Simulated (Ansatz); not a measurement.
# SiGeF (quartet): the correlation ladder at a displaced geometry (v2), cc-pVDZ

The task here is to estimate one member of a computed series from the others.

The runs use Ansatz 0.2.0, Gaussian basis; cc-pVDZ, core rule «outside noble gas», up to 20 orbitals frozen.

The runs, in order: UHF; CCSD(T) on ROHF; CCSD(T) on UHF; BCCD(T) on ROHF; CISD; CCSDT(Q) on ROHF; CCSDT(Q) on UHF.

39 further runs of the same task are left out: 10 for a known fault of the program, 14 that didn't finish, 15 set aside as unsound or not needed.

### What is computed

The geometry is a PBE0/def2-TZVP stationary point (not a proven minimum) with its atoms shifted at random (size 0.100 Å). No spin-orbit coupling is included. The filled d shell of Ge may be among the frozen orbitals whatever the setting's name suggests; the logs give the count.

3 atoms, charge 0, spin multiplicity 4.

Atoms are counted from 1 here; the program's logs count them from 0.

Bond lengths: F1–Ge2 1.767 Å, Ge2–Si3 2.435 Å. Angles: F1–Ge2–Si3 105.3°.

The first run:

Input file in.yaml:

```yaml
crystal:
  periodic: [false, false, false]
  atoms:
    - {symbol: F, position_ang: [0.120737, -1.067622, 1.352851]}
    - {symbol: Ge, position_ang: [-0.044137, 0.405988, 0.391826]}
    - {symbol: Si, position_ang: [0.032483, -0.327851, -1.928548]}
basis:
  gaussian: {orbitals: cc-pVDZ}
magnetization: {spin_polarized: true, initial_magnetization: 3}
hamiltonian: {xc: hf}
output: {orbitals: {seedname: orbitals}}
```

Launch:

```bash
$ ansatz run in.yaml --threads 1 --pin off --events-out ev --progress --plain --max-ram 2393MiB
```

Steps of the session up to this table: UHF; CCSD(T) on ROHF; CCSD(T) on UHF; BCCD(T) on ROHF; CISD; CCSDT(Q) on ROHF; CCSDT(Q) on UHF.

One of the session's tables, all rows but one given; the rest of the session is left out.

| method | from UCCSDT(Q) (kJ/mol) |
| --- | --- |
| ROHF | +943.8 |
| UHF | +933.5 |
| RMP2 | ? |
| UMP2 | +104.6 |
| RCCSD | +35.4 |
| UCCSD | +34.8 |
| RCCSD(T) | +7.6 |
| UCCSD(T) | +7.4 |
| BCCD(T) | +6.9 |
| RCCSDT | +3.3 |
| UCCSDT | +3.0 |
| RCCSDT(Q) | +0.8 |
| UCCSDT(Q) | 0 |

**Question.** Estimate the row for RMP2.

The run gave: from UCCSDT(Q) (kJ/mol): +101.4. In the column «from UCCSDT(Q) (kJ/mol)» it lies between RCCSD (+35.4) and UMP2 (+104.6).

Not comparable, so not listed: CISD (they don't share determinant, frozen orbitals or solution with the rows shown, or repeat one).

To keep in mind: Restricted and unrestricted rows rest on different reference determinants; where their highest levels disagree by more than a few hundredths of an eV, they describe different states and don't form one ladder.
